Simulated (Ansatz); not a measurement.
# FeBr3: the cost of one run

Program: Ansatz 0.2.0. Level of theory: DFT LDA+U (U = 5 eV, J = 0.5 eV on Fe d, around-mean-field double counting), plane waves, PAW. These are calculated values, not measurements.

1 further run of the same task is left out (it didn't finish). Runs told in other sessions of the task aren't counted.

### Step 1. The starting structure

Symmetry: Pm-3m, No. 221, cubic system. Conventional cell: a = 5.245 Å, b = 5.245 Å, c = 5.245 Å, α = 90.00°, β = 90.00°, γ = 90.00°. Fe (site symmetry m-3m) has 6 Br at 2.62 Å in its first shell of neighbours. Br (site symmetry 4/mmm) is surrounded by 2 Fe at 2.62 Å.

As a file:

```xyz
4
Lattice="5.2445 0.0000 0.0000 0.0000 5.2445 0.0000 0.0000 0.0000 5.2445" Properties=species:S:1:pos:R:3 pbc="T T T"
Fe    0.0000    0.0000    0.0000
Br    2.6223    0.0000    0.0000
Br    0.0000    0.0000    2.6223
Br    0.0000    2.6223    0.0000
```

### Step 2. Ferromagnetic start, free, symmetry kept, no search

The input, input.yaml:

```yaml
crystal:
  lattice:
    - [5.24450432, 0.0, 0.0]
    - [0.0, 5.24450432, 0.0]
    - [0.0, 0.0, 5.24450432]
  atoms:
    - { symbol: Fe, position: [0.0, 0.0, 0.0], spin: 5.0 }
    - { symbol: Br, position: [0.5, 0.0, 0.0] }
    - { symbol: Br, position: [0.0, 0.0, 0.5] }
    - { symbol: Br, position: [0.0, 0.5, 0.0] }
basis:
  ecutwfc: 420
  ecutrho_ratio: 4
kpoints:
  mp_grid: { grid: [4, 4, 4] }
hamiltonian:
  xc: lda
  hubbard: { sites: [{ site: 0, l: d, u: 5.0, j: 0.5 }], double_counting: amf }
scf:
  occupations: { method: gaussian, width: 0.05 }
  lower_state_search: "off"
  max_iter: 150
output:
  forces: true
  stress: true
  eigenvalues: true
  populations: true
  hubbard: { sites: [{ site: 0, l: d }] }
magnetization:
  spin_polarized: true
```

On the command line:

```console
ansatz run input.yaml --threads 2 --pin off --max-ram 3072MiB --backend cpu --events-out ev --progress --plain --runs-dir out
```

**Question.** How long does this run take on 2 threads of Intel Xeon Platinum 8259CL at 2.50GHz (Skylake/Cascade Lake), shared host, and how much memory does it need?

About 19 s, with a peak of 0.52 GiB.
